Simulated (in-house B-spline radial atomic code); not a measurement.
# Br: the cost of one run

Method: Dirac-Hartree-Fock, RPA and Brueckner orbitals, sums over states, B-spline basis. Code: an in-house B-spline radial atomic code, version 1.

## 1. Starting point

| Property | Result |
| --- | --- |
| element | bromine (Z = 35) |
| charge | +4 |
| closed core | [Ar] 3d10 4s2 |
| nucleus | mass number 79, rms radius 4.163 fm |

## 2. The run and its levels

The run's settings:

```ini
basis_form = 2
Z = 35
core_configuration = [Ar] 3d10 4s2
rms_radius = 4.1629
mass_number = 79
speed_of_light = 137.035999084
box_radius = 14.0
lmax = 6
intervals = 63
virtual_cutoff = 2450.0
```

On the command line:

```
$ python run_mb.py task.json out
```

Q: Estimate wall time and peak memory on 1 thread of Arm Neoverse V1, shared host.

About 24 s, with a peak of 0.27 GiB.
